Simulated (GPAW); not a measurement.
# Ti3As (Pm-3n) in GPAW: reference runs

How does Ti3As come out in PBEsol? The cell is run as given.

All numbers are computed with GPAW 26.7.0; they aren't measurements. Logs are shortened: lines on timing, memory, paths and dates and some standing lists are left out, and cuts for length are marked. The log counts tension as positive stress, the text compression.

## Step 1: The structure

It takes space group Pm-3n (No. 223, cubic). The conventional cell has a = 5.022 Å, b = 5.022 Å, c = 5.022 Å, α = 90.00°, β = 90.00°, γ = 90.00°. As (site symmetry m-3) is surrounded by 12 Ti at 2.81 Å. Ti (site symmetry -4m2) is surrounded by 2 Ti at 2.51 Å and 4 As at 2.81 Å.

The cell comes from a database or a generator and needn't be the stable form of this composition.

## Step 2: Single point, PBEsol

Input file run.py:

```python
from ase import Atoms
from ase.dft.bandgap import bandgap
from ase.io import write
from ase.units import Bohr, GPa
from gpaw import GPAW, PW, setup_paths
from gpaw.elf import elf_from_dft_calculation

setup_paths.insert(0, '.')

atoms = Atoms(['As', 'As', 'Ti', 'Ti', 'Ti', 'Ti', 'Ti', 'Ti'],
              cell=[[5.021765, 0.0, 0.0],
                    [0.0, 5.021765, 0.0],
                    [0.0, 0.0, 5.021765]],
              scaled_positions=[[0.0, 0.0, 0.0],
                                [0.5, 0.5, 0.5],
                                [0.0, 0.5, 0.75],
                                [0.0, 0.5, 0.25],
                                [0.75, 0.0, 0.5],
                                [0.25, 0.0, 0.5],
                                [0.5, 0.75, 0.0],
                                [0.5, 0.25, 0.0]],
              pbc=True)

calc = GPAW(mode=PW(600),
            xc='PBEsol',
            kpts={'size': (6, 6, 6), 'gamma': True},
            occupations={'name': 'fermi-dirac', 'width': 0.05},
            nbands=73,
            convergence={'density': 1e-05, 'energy': 1e-05},
            maxiter=150,
            txt='gpaw.txt')
atoms.calc = calc
energy = atoms.get_potential_energy()
forces = atoms.get_forces()
stress = atoms.get_stress()
calc.write('gs.gpw')
write('result.traj', atoms)
print(f'Energy: {energy:.6f} eV')
print('Forces (eV/A):')
print(forces.round(4))
print('Stress (GPa):', (stress / GPa).round(3))
print('Fermi level:', round(calc.get_fermi_level(), 4), 'eV')
print(f'Gap: {bandgap(calc)[0]:.4f} eV, direct: {bandgap(calc, direct=True)[0]:.4f} eV')

# fields on the real-space grid
write('density.cube', atoms, data=calc.get_pseudo_density() * Bohr**3)
write('potential.cube', atoms, data=calc.get_electrostatic_potential())
write('elf.cube', atoms, data=elf_from_dft_calculation(calc).data)
```

Potentials or basis: PAW data sets generated in the run's folder for this functional, pw.

Started as:

```bash
$ gpaw-setup -f PBEsol As Ti
$ OMP_NUM_THREADS=1 python run.py
```

gpaw.txt:

```text
__  _  _
 | _ |_)|_||  |
 |__||  | ||/\| - 26.7.0

Input parameters:
  mode=PW(ecut=600.0),
  convergence={'density': 1e-05, 'energy': 1e-05},
  kpts=MonkhorstPack(size=(6, 6, 6), gamma=True),
  maxiter=150,
  nbands=73,
  occupations=Occupations(name='fermi-dirac', width=0.05),
  xc=XC(name='PBEsol')

Diagonalizing LCAO Hamiltonian
Converting LCAO to pw mode
    .-----------.
   /|           |
  / |           |
 * Ti           |
 |  |    As     |
 |  |           |
 | TTi----Ti----.
 | /     Ti    /
 |/     Ti    /
 As----------*

Atoms  # Å, Bohr magnetons
|   | symbol |        x |        y |        z |    initial magnetic moments |
|---|--------|----------|----------|----------|-----------------------------|
| 0 |     As | 0.000000 | 0.000000 | 0.000000 | ( 0.0000,  0.0000,  0.0000) |
| 1 |     As | 2.510883 | 2.510883 | 2.510883 | ( 0.0000,  0.0000,  0.0000) |
| 2 |     Ti | 0.000000 | 2.510883 | 3.766324 | ( 0.0000,  0.0000,  0.0000) |
| 3 |     Ti | 0.000000 | 2.510883 | 1.255441 | ( 0.0000,  0.0000,  0.0000) |
| 4 |     Ti | 3.766324 | 0.000000 | 2.510883 | ( 0.0000,  0.0000,  0.0000) |
| 5 |     Ti | 1.255441 | 0.000000 | 2.510883 | ( 0.0000,  0.0000,  0.0000) |
| 6 |     Ti | 2.510883 | 3.766324 | 0.000000 | ( 0.0000,  0.0000,  0.0000) |
| 7 |     Ti | 2.510883 | 1.255441 | 0.000000 | ( 0.0000,  0.0000,  0.0000) |

Unit cell  # Å
| periodic |        x |        y |        z |  lengths |    angles |
|----------|----------|----------|----------|----------|-----------|
|      yes | 5.021765 | 0.000000 | 0.000000 | 5.021765 | 90.000000 |
|      yes | 0.000000 | 5.021765 | 0.000000 | 5.021765 | 90.000000 |
|      yes | 0.000000 | 0.000000 | 5.021765 | 5.021765 | 90.000000 |

Number of symmetries: 24
Symmetry operations  # r_c * U_cc + t_c -> r_c
|    | kind |            matrix            |
|----|------|------------------------------|
|  0 |  E   |  1, 0, 0,  0, 1, 0,  0, 0, 1 |
|  1 |  σ   |  1, 0, 0,  0, 1, 0,  0, 0,-1 |
|  2 |  σ   |  1, 0, 0,  0,-1, 0,  0, 0, 1 |
|  3 |  C2  |  1, 0, 0,  0,-1, 0,  0, 0,-1 |
|  4 |  C3  |  0, 1, 0,  0, 0, 1,  1, 0, 0 |
|  5 |  S6  |  0, 1, 0,  0, 0, 1, -1, 0, 0 |
|  6 |  S6  |  0, 1, 0,  0, 0,-1,  1, 0, 0 |
|  7 |  C3  |  0, 1, 0,  0, 0,-1, -1, 0, 0 |
|  8 |  C3  |  0, 0, 1,  1, 0, 0,  0, 1, 0 |
|  9 |  S6  |  0, 0, 1,  1, 0, 0,  0,-1, 0 |
| 10 |  S6  |  0, 0, 1, -1, 0, 0,  0, 1, 0 |
| 11 |  C3  |  0, 0, 1, -1, 0, 0,  0,-1, 0 |
| 12 |  S6  |  0, 0,-1,  1, 0, 0,  0, 1, 0 |
| 13 |  C3  |  0, 0,-1,  1, 0, 0,  0,-1, 0 |
| 14 |  C3  |  0, 0,-1, -1, 0, 0,  0, 1, 0 |
| 15 |  S6  |  0, 0,-1, -1, 0, 0,  0,-1, 0 |
| 16 |  S6  |  0,-1, 0,  0, 0, 1,  1, 0, 0 |
| 17 |  C3  |  0,-1, 0,  0, 0, 1, -1, 0, 0 |
| 18 |  C3  |  0,-1, 0,  0, 0,-1,  1, 0, 0 |
| 19 |  S6  |  0,-1, 0,  0, 0,-1, -1, 0, 0 |
| 20 |  σ   | -1, 0, 0,  0, 1, 0,  0, 0, 1 |
| 21 |  C2  | -1, 0, 0,  0, 1, 0,  0, 0,-1 |
| 22 |  C2  | -1, 0, 0,  0,-1, 0,  0, 0, 1 |
| 23 |  i   | -1, 0, 0,  0,-1, 0,  0, 0,-1 |

BZ-sampling:
  Number of BZ points: 216
  Number of IBZ points: 24

  Monkhorst-Pack size: [6, 6, 6]
  Monkhorst-Pack shift: [0.08333333333333333, 0.08333333333333333, 0.08333333333333333]

K-points  # in reciprocal-cell coordinates
|     |                                coordinates |     weight |
|-----|--------------------------------------------|------------|
|   0 | (  0.00000000,   0.00000000,   0.00000000) | 0.00462963 |
|   1 | (  0.16666667,   0.00000000,   0.00000000) | 0.02777778 |
|   2 | (  0.16666667,   0.16666667,   0.00000000) | 0.05555556 |
|   3 | (  0.16666667,   0.16666667,   0.16666667) | 0.03703704 |
|   4 | (  0.33333333,   0.00000000,   0.00000000) | 0.02777778 |
|   5 | (  0.33333333,   0.00000000,   0.16666667) | 0.05555556 |
|   6 | (  0.33333333,   0.16666667,   0.00000000) | 0.05555556 |
|   7 | (  0.33333333,   0.16666667,   0.16666667) | 0.11111111 |
|   8 | (  0.33333333,   0.33333333,   0.00000000) | 0.05555556 |
|   9 | (  0.33333333,   0.33333333,   0.16666667) | 0.11111111 |
| ... |                                            |            |
|  23 | (  0.50000000,   0.50000000,   0.50000000) | 0.00462963 |

Plane wave coefficients: 4260
Cutoff: 600.0 eV

Spin-components: 1 (collinear spins)
Bands:           73
Projectors:      46
Spin-degeneracy: 2
Datatype:        complex128

Parallelization:
  kpt:    1
  domain: 1
  band:   1

Density:
  Valence electrons: 82.0
  Components: 1
  Grid points: [30 30 30]
  Charge: 0.0  # |e|

Potential:
  Grid points: [30 30 30]

species:
  As:
    name:    Arsenic
    Z:       33.0
    valence: 5
    core:    28
    charge:  0.0  # [|e|]
    compensation charges:
      type: gauss
      rc: 0.33  # [Å]
      lmax: 2
    cutoffs:
      filter: 1.87  # [Å]
      core: 2.96  # [Å]
    projectors
    | kind |    occ | energy [eV] | rcut [Å] |
    |------|--------|-------------|----------|
    |   4s |  2.000 |     -14.495 |    1.058 |
    |   4p |  3.000 |      -5.197 |    1.058 |
    |    s |        |      12.716 |    1.058 |
    |    p |        |      22.014 |    1.058 |
    |    d |        |       0.000 |    1.058 |

    Using partial waves for As as LCAO basis

  Ti:
    name:    Titanium
    Z:       22.0
    valence: 12
    core:    10
    charge:  0.0  # [|e|]
    compensation charges:
      type: gauss
      rc: 0.38  # [Å]
      lmax: 2
    cutoffs:
      filter: 2.23  # [Å]
      core: 1.02  # [Å]
    projectors
    | kind |    occ | energy [eV] | rcut [Å] |
    |------|--------|-------------|----------|
    |   3s |  2.000 |     -62.441 |    1.270 |
    |   4s |  2.000 |      -4.477 |    1.270 |
    |   3p |  6.000 |     -38.776 |    1.058 |
    |   4p |  0.000 |      -1.449 |    1.058 |
    |   3d |  2.000 |      -4.275 |    1.058 |
    |    d |        |      22.937 |    1.058 |

    Using partial waves for Ti as LCAO basis

Reference energy: -262105.372045  # eV

eigensolver:
[... 26 lines left out ...]
convergence criteria:
- Maximum integral of absolute [dens]ity change: 1e-05 electrons / valence electron
- Maximum [total energy] change in last 3 cyles: 1e-05 eV / valence electron
- Maximum integral of absolute [eigenst]ate change: 4e-08 eV^2 / valence electron
maximum number of iterations: 150

SCF iterations
|iter     | |      energy | eigst |  dens |
|---------|-|-------------|-------|-------|
|iter:   1| |  -58.665404 | +0.29 |       |
|iter:   2| |  -58.593128 | -1.92 | -1.30 |
|iter:   3| |  -61.305090 | -0.34 | -1.31 |
|iter:   4| |  -57.719613 | -0.54 | -1.12 |
|iter:   5| |  -57.626216 | -1.98 | -1.74 |
|iter:   6| |  -57.638965 | -2.92 | -2.23 |
|iter:   7| |  -57.639073 | -4.17 | -2.95 |
|iter:   8| |  -57.639163c| -5.02 | -3.48 |
|iter:   9| |  -57.639167c| -6.09 | -4.03 |
|iter:  10| |  -57.639167c| -7.25 | -4.76 |
|iter:  11| |  -57.639167c| -7.77c| -5.14c|

Converged in 11 steps
Energy contributions relative to reference atoms: (reference = -262105.372045)

Energy contributions:
  Kinetic:          46.195757
  Coulomb:         -38.360222
  Zero:             -0.195601
  External:          0.000000
  Xc:              -65.227676
  Entropy:          -0.102849
  Spinorbit:         0.000000
  ----------------------------
  Free energy:     -57.690591
  Extrapolated:    -57.639167

dipole moment: (-48.529452, -48.529452, -48.529452)  # |e|*Ang

Fermi level: 9.707
Eigenvalues  # (at kpt = [0.000, 0.000, 0.000])
| band index |      eig [eV] | occ [0-2] |
|------------|---------------|-----------|
|          0 |       -46.606 |     2.000 |
|        ... |               |           |
|         34 |         8.078 |     2.000 |
|         35 |         8.149 |     2.000 |
|         36 |         8.149 |     2.000 |
|         37 |         8.149 |     2.000 |
|         38 |         9.178 |     2.000 |
|         39 |         9.447 |     1.989 |
[... 8 lines left out ...]
|         48 |        12.557 |     0.000 |
|         49 |        12.557 |     0.000 |
|        ... |               |           |
|         72 |        19.475 |     0.000 |

No gap
No difference between direct/indirect transitions

Forces  # eV/Ang
|        x |        y |        z |
|----------|----------|----------|
|  0.00000 |  0.00000 |  0.00000 |  # As   0
|  0.00000 |  0.00000 |  0.00000 |  # As   1
|  0.00000 | -0.00000 |  0.00009 |  # Ti   2
|  0.00000 | -0.00000 | -0.00009 |  # Ti   3
|  0.00009 |  0.00000 |  0.00000 |  # Ti   4
| -0.00009 |  0.00000 |  0.00000 |  # Ti   5
| -0.00000 |  0.00009 |  0.00000 |  # Ti   6
| -0.00000 | -0.00009 |  0.00000 |  # Ti   7

Stress tensor  # eV/Ang^3
|        x |        y |        z |
|----------|----------|----------|
| 0.031658 | 0.000000 | 0.000000 |
| 0.000000 | 0.031658 | 0.000000 |
| 0.000000 | 0.000000 | 0.031658 |

# Writing to gs.gpw (mode='')
```

It took 2.5 min on 1 thread of Arm Neoverse V2, shared host; peak memory 0.35 GiB.

Results:

| Item | Value |
| --- | --- |
| Free energy | -57.6906 eV |
| Pressure | -5.1 GPa |
| Band gap on the k mesh | none (metal or under the smearing width) |

Levels at points of the mesh, in eV from the Fermi level:
```tsv
k point	band 39	band 40	band 41	band 42	band 43	band 44
(0.00, 0.00, 0.00)	-0.53	-0.26	-0.26	-0.26	0.38	0.38
(0.50, 0.00, 0.00)	-0.46	-0.46	-0.32	-0.32	-0.22	-0.22
(0.50, 0.50, 0.00)	-0.25	0.32	0.32	0.81	0.81	0.83
(0.50, 0.50, 0.50)	0.40	0.40	0.40	0.40	0.40	0.40
```
